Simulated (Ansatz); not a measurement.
**C2H6BFSe: one species, many methods**

The task here is to estimate one member of a computed series from the others.

Program: Ansatz 0.2.0, Gaussian basis. Level of theory: functionals in def2-TZVPP, the program's frozen cores in correlated methods. These are calculated values, not measurements.

Plan: PBE-D4, r2SCAN-D4, PBE0-D4, B3LYP-D4, ωB97X-V, ωB97M-V, B2PLYP; CCSD(T)/def2-TZVPP; MP2/def2-QZVPP; extrapolation to the limit.

**Structure used throughout**

An earlier PBE0-D4 in a triple-zeta def2 set relaxation fixed the geometry.

11 atoms, charge 0, spin multiplicity 1.

Atoms are counted from 1 here; the program's logs count them from 0.

Bond lengths: B1–C2 1.538 Å, B1–Se4 2.186 Å, B1–H6 1.195 Å, B1–H7 1.196 Å, C2–F3 1.352 Å, C2–Se4 2.063 Å, C2–H8 1.088 Å, Se4–C5 1.942 Å, C5–H9 1.089 Å, C5–H10 1.086 Å, C5–H11 1.088 Å. Angles: C2–B1–Se4 64.5°, C2–B1–H6 119.4°, C2–B1–H7 116.9°, Se4–B1–H6 108.7°, Se4–B1–H7 106.4°, H6–B1–H7 122.1°, B1–C2–F3 122.4°, B1–C2–Se4 73.1°, B1–C2–H8 124.3°, F3–C2–Se4 111.7°, F3–C2–H8 109.7°, Se4–C2–H8 105.9°, B1–Se4–C2 42.3°, B1–Se4–C5 99.3°, C2–Se4–C5 97.5°, Se4–C5–H9 106.8°, Se4–C5–H10 109.7°, Se4–C5–H11 108.6° and more.

Set-up of the first run:

The input, in.yaml:

```yaml
crystal:
  periodic: [false, false, false]
  atoms:
    - {symbol: B, position_ang: [-0.605469, 1.363815, 0.394471]}
    - {symbol: C, position_ang: [-1.355291, 0.189734, -0.256956]}
    - {symbol: F, position_ang: [-1.074711, -0.246457, -1.505405]}
    - {symbol: Se, position_ang: [-0.071585, -0.621248, 1.138979]}
    - {symbol: C, position_ang: [1.392059, -1.027372, -0.070766]}
    - {symbol: H, position_ang: [0.343268, 1.833114, -0.160300]}
    - {symbol: H, position_ang: [-1.156472, 1.924582, 1.295945]}
    - {symbol: H, position_ang: [-2.352463, -0.136310, 0.029774]}
    - {symbol: H, position_ang: [1.866562, -1.932975, 0.303540]}
    - {symbol: H, position_ang: [2.095650, -0.199589, -0.085248]}
    - {symbol: H, position_ang: [0.983852, -1.204396, -1.063434]}
basis:
  gaussian: {orbitals: def2-TZVPP}
hamiltonian: {xc: pbe, dispersion: d4}
output: {forces: true, orbitals: {seedname: orbitals}}
```

The run is started by

```bash
$ ansatz run in.yaml --threads 4 --pin off --events-out ev --progress --plain --max-ram 10444MiB
```

Steps of the session up to this table: PBE-D4 (GGA); r2SCAN-D4 (meta-GGA); PBE0-D4 (hybrid); B3LYP-D4 (hybrid); ωB97X-V (range-separated); ωB97M-V (range-separated); B2PLYP (double hybrid); CCSD(T) in def2-TZVPP; MP2 in def2-QZVPP.

One table of the session follows, with a row left open; its other results are not shown here.

It belongs to the step «Atomisation energies». 

| method | atomisation energy (kJ/mol) |
| --- | --- |
| PBE-D4 | ? |
| r2SCAN-D4 | 3963.6 |
| PBE0-D4 | 3959.9 |
| B3LYP-D4 | 3931.7 |
| ωB97X-V | 3932.9 |
| ωB97M-V | 3934.0 |
| B2PLYP | 3887.1 |
| HF/def2-TZVPP | 2850.7 |
| MP2/def2-TZVPP | 3900.8 |
| CCSD/def2-TZVPP | 3764.9 |
| CCSD(T)/def2-TZVPP | 3831.2 |
| MP2/CBS | 3992.6 |
| CCSD(T)/CBS | 3923.0 |

**Question.** Estimate the row for PBE-D4.

The run gave: atomisation energy (kJ/mol): 4039.9. In the column «atomisation energy (kJ/mol)» it is the highest.
